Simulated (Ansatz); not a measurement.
**CH4In radical (SMILES [CH2][InH2]): functionals against CCSD(T) at one geometry**

Aim: energy, forces and dipole at a structure displaced at random from a GFN2-xTB minimum, from CCSD(T) and from density functionals.

The runs use Ansatz 0.2.0, Gaussian basis; single points in def2-TZVPP.

Cores are frozen in the correlated methods. Filled d shells of the heavier atoms are correlated. Core potentials replace the inner electrons past krypton, and spin-orbit coupling is left out. Orbitals are unrestricted.

**1. The system as given**

SMILES `[CH2][InH2]`, 6 atoms, charge 0, spin multiplicity 2.

Atoms are counted from 1 here; the program's logs count them from 0.

Bond lengths: C1–In2 2.156 Å, C1–H3 1.071 Å, C1–H4 1.109 Å, In2–H5 1.717 Å, In2–H6 1.717 Å. Angles: In2–C1–H3 124.2°, In2–C1–H4 121.6°, H3–C1–H4 114.2°, C1–In2–H5 120.9°, C1–In2–H6 121.9°, H5–In2–H6 117.2°.

Coordinates:

```csv
atom,x (Å),y (Å),z (Å)
C1,-0.0846,-1.1754,-0.0084
In2,0.0524,0.9759,0.0239
H3,-0.2560,-1.7800,0.8584
H4,0.0278,-1.7514,-0.9495
H5,0.3582,1.8607,-1.4155
H6,-0.0733,1.8726,1.4833
```

**2. CCSD(T)/def2-TZVPP**

Contents of run/in.yaml:

```yaml
crystal:
  periodic: [false, false, false]
  atoms:
    - {symbol: C, position_ang: [-0.084600, -1.175400, -0.008400]}
    - {symbol: In, position_ang: [0.052400, 0.975900, 0.023900]}
    - {symbol: H, position_ang: [-0.256000, -1.780000, 0.858400]}
    - {symbol: H, position_ang: [0.027800, -1.751400, -0.949500]}
    - {symbol: H, position_ang: [0.358200, 1.860700, -1.415500]}
    - {symbol: H, position_ang: [-0.073300, 1.872600, 1.483300]}
basis:
  gaussian: {orbitals: def2-TZVPP}
magnetization: {spin_polarized: true, initial_magnetization: 1}
correlation: {method: ccsd_t}
scf: {omitted_lower_state_checks: [cluster_reference]}
output: {forces: true}
```

The command line of these runs was not kept.

**3. PBE0-D4/def2-TZVPP**

Edit run/in.yaml of step 2 so:

```diff
@@ -12,4 +12,3 @@
 magnetization: {spin_polarized: true, initial_magnetization: 1}
-correlation: {method: ccsd_t}
-scf: {omitted_lower_state_checks: [cluster_reference]}
-output: {forces: true}
+hamiltonian: {xc: pbe0, dispersion: d4}
+output: {forces: true, orbitals: {seedname: orbitals}}
```

**4. wB97M-V/def2-TZVPP**

Edit run/in.yaml of step 3 so:

```diff
@@ -12,3 +12,3 @@
 magnetization: {spin_polarized: true, initial_magnetization: 1}
-hamiltonian: {xc: pbe0, dispersion: d4}
-output: {forces: true, orbitals: {seedname: orbitals}}
+hamiltonian: {xc: {name: wB97M-V}}
+output: {forces: true}
```

**5. r2SCAN-D4/def2-TZVPP**

Edit run/in.yaml of step 4 so:

```diff
@@ -12,3 +12,3 @@
 magnetization: {spin_polarized: true, initial_magnetization: 1}
-hamiltonian: {xc: {name: wB97M-V}}
+hamiltonian: {xc: r2scan, dispersion: d4}
 output: {forces: true}
```

**6. PBE-D4/def2-TZVPP**

Edit run/in.yaml of step 5 so:

```diff
@@ -12,3 +12,3 @@
 magnetization: {spin_polarized: true, initial_magnetization: 1}
-hamiltonian: {xc: r2scan, dispersion: d4}
+hamiltonian: {xc: pbe, dispersion: d4}
 output: {forces: true}
```

**7. B97M-V/def2-TZVPP**

Edit run/in.yaml of step 6 so:

```diff
@@ -12,3 +12,3 @@
 magnetization: {spin_polarized: true, initial_magnetization: 1}
-hamiltonian: {xc: pbe, dispersion: d4}
+hamiltonian: {xc: {name: B97M-V}}
 output: {forces: true}
```

**8. CAM-B3LYP-D4/def2-TZVPP**

Edit run/in.yaml of step 7 so:

```diff
@@ -12,3 +12,3 @@
 magnetization: {spin_polarized: true, initial_magnetization: 1}
-hamiltonian: {xc: {name: B97M-V}}
+hamiltonian: {xc: {name: CAM-B3LYP}, dispersion: d4}
 output: {forces: true}
```

(Steps that only read results are left out.)

What does the calculation give? Wanted: energy less free atoms, CCSD(T)/def2-TZVPP; RMS force component; RMS force error; HOMO and LUMO, PBE0-D4; T1 diagnostic.

**Answer**, as computed:

| quantity | value |
| --- | --- |
| energy less free atoms, CCSD(T)/def2-TZVPP | -1514.8 kJ/mol |
| RMS force component | 0.367 to 0.382 eV/Å over the methods |
| RMS force error | PBE0-D4 0.030, wB97M-V 0.035, r2SCAN-D4 0.016, PBE-D4 0.109, B97M-V 0.122, CAM-B3LYP-D4 0.030 eV/Å |
| HOMO and LUMO, PBE0-D4 | -6.99 and -2.73 eV |
| T1 diagnostic | 0.015 |

In words: Against CCSD(T) the functionals' energies less atoms differ by -46.2 to -19.8 kJ/mol, PBE-D4 by -24.6 kJ/mol. CCSD(T) in triple zeta still lacks some correlation energy of the bonds, so part of these gaps is its own basis error and they don't rank the functionals. The forces of r2SCAN-D4 come nearest to CCSD(T), those of B97M-V are farthest. Frozen-core CCSD(T) forces in triple zeta carry basis errors of their own, and this is one geometry, so small gaps rank nothing.
